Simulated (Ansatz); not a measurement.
**[SnH3]− (SMILES [H][Sn-]([H])[H]): CCSD/STO-3G**

What is the energy change on altering one bond length of [SnH3]− at CCSD/STO-3G? 

The calculation is run with Ansatz 0.2.0.

1 further run of the same task is left out (set aside as unsound or not needed).

### Step 1. The structure to begin with

The species is [SnH3]− (4 atoms), meant as a singlet with charge -1. As SMILES, `[H][Sn-]([H])[H]`. Geometry: a GFN2-xTB relaxation, a rough one for these elements and not checked as a minimum.

Bond lengths: Sn1–H2 1.948 Å, Sn1–H3 1.948 Å, Sn1–H4 1.949 Å. Angles: H2–Sn1–H3 93.3°, H2–Sn1–H4 93.4°, H3–Sn1–H4 93.5°.

### Step 2. The energy at CCSD/STO-3G

run.yaml reads:

```yaml
crystal:
  periodic: [false, false, false]
  atoms:
    - symbol: Sn
      position_ang: [-0.006380, 0.005730, 0.791670]
    - symbol: H
      position_ang: [1.637790, -0.033600, -0.251650]
    - symbol: H
      position_ang: [-0.786860, 1.432510, -0.280410]
    - symbol: H
      position_ang: [-0.844540, -1.404640, -0.259610]
basis:
  gaussian: {orbitals: STO-3G}
total_charge: -1
correlation: {method: ccsd, frozen_orbitals: {H: 0, Sn: 18}}
accuracy: high
scf: {omitted_lower_state_checks: [cluster_reference, increment]}
```

Run with:

```bash
$ ansatz run run.yaml --threads 1 --pin off --max-ram 2610MiB --events-out events.jsonl --progress --plain --runs-dir runs
```

What it wrote (excerpt; [...] marks lines left out):

```text
Warning: RAYON_NUM_THREADS=1 ignored (pool sized by the plan → 1); use --threads N
Functional definition: HF
  name "HF"
[...]
519 factors; integrals over basis functions are off by at most 4.0e-9 eV
[...]
mean field -162310.16395168 eV, -5964.7885074437 hartree, gradient 1.2e-8 eV, S^2 0.000000; 0 other end points of the search recorded, 0 dependent functions left out
18 core orbitals not correlated: weight in the atoms' cores, before any rotation towards them, 1.000 or more for the frozen orbitals, at most 0.000 for the correlated occupied ones
reference -162310.16395168 eV, -5964.7885074437 hartree; 9, 9 occupied and 3, 3 virtual orbitals, 519 factors
second order -1.16118918 eV of doubles, -0.00000000 eV of singles
cycle   1  -1.55330086 eV  change   -3.9e-1 eV  update   6.6e-2
[...]
cycle  17  -1.81222923 eV  change   -1.7e-9 eV  update   1.6e-9
Total energy: -162311.97618091 eV, -5964.8551056396 hartree
Checks for a lower state left out: cluster_reference, increment
```

Run time: 0.33 s. Hardware: 1 thread of AMD EPYC 9R45 (Zen 5), shared host.

### Step 3. The distorted shape, same level

run.yaml reads:

```yaml
crystal:
  periodic: [false, false, false]
  atoms:
    - {symbol: Sn, position_ang: [0.203166, 0.358332, 1.054497]}
    - {symbol: H, position_ang: [1.847336, 0.319002, 0.011177]}
    - {symbol: H, position_ang: [-0.577314, 1.785112, -0.017583]}
    - {symbol: H, position_ang: [-0.844540, -1.404640, -0.259610]}
basis:
  gaussian: {orbitals: STO-3G}
total_charge: -1
correlation: {method: ccsd, frozen_orbitals: {H: 0, Sn: 18}}
accuracy: high
scf: {omitted_lower_state_checks: [cluster_reference, increment]}
```

Run with:

```bash
$ ansatz run run.yaml --threads 1 --pin off --max-ram 2610MiB --events-out events.jsonl --progress --plain --runs-dir runs
```

What it wrote (excerpt; [...] marks lines left out):

```text
Warning: RAYON_NUM_THREADS=1 ignored (pool sized by the plan → 1); use --threads N
[... 2 set-up lines as earlier in the session ...]
[...]
518 factors; integrals over basis functions are off by at most 4.0e-9 eV
[...]
mean field -162308.14566749 eV, -5964.7143368677 hartree, gradient 6.3e-9 eV, S^2 0.000000; 0 other end points of the search recorded, 0 dependent functions left out; unrestricted orbitals would lower it
18 core orbitals not correlated: weight in the atoms' cores, before any rotation towards them, 1.000 or more for the frozen orbitals, at most 0.000 for the correlated occupied ones
reference -162308.14566749 eV, -5964.7143368677 hartree; 9, 9 occupied and 3, 3 virtual orbitals, 518 factors
second order -1.40444112 eV of doubles, -0.00000000 eV of singles
cycle   1  -1.88170657 eV  change   -4.8e-1 eV  update   8.8e-2
[...]
cycle  20  -2.26647569 eV  change   -1.2e-9 eV  update  7.1e-10
Total energy: -162310.41214318 eV, -5964.7976283130 hartree
Checks for a lower state left out: cluster_reference, increment
```

Run time: 0.28 s. Hardware: 1 thread of AMD EPYC 9R45 (Zen 5), shared host.

### Step 4. Outcome

Level: CCSD/STO-3G, 18 core orbitals frozen.

```
                                                          quantity           value
                                         first shape: total energy  -5964.85511 Eh
         first shape: correlation energy (18 core orbitals frozen)       -66.6 mEh
                                        first shape: T1 diagnostic           0.009
                                     distorted shape: total energy  -5964.79763 Eh
     distorted shape: correlation energy (18 core orbitals frozen)       -83.3 mEh
                                    distorted shape: T1 diagnostic           0.017
energy change with the Sn1–H4 bond stretched from 1.949 to 2.436 Å        1.564 eV
```

With the Sn1–H4 bond stretched from 1.949 to 2.436 Å the energy rises by 1.56 eV (36 kcal/mol). The first shape isn't relaxed at this level, so the change isn't measured from a minimum. The minimal basis adds a large error of its own. Relativity is left out (first shape) although the molecule holds a heavy atom. The restricted solution (distorted shape) is unstable to spin breaking: an unrestricted one lies lower. Relativity is left out (distorted shape) although the molecule holds a heavy atom.
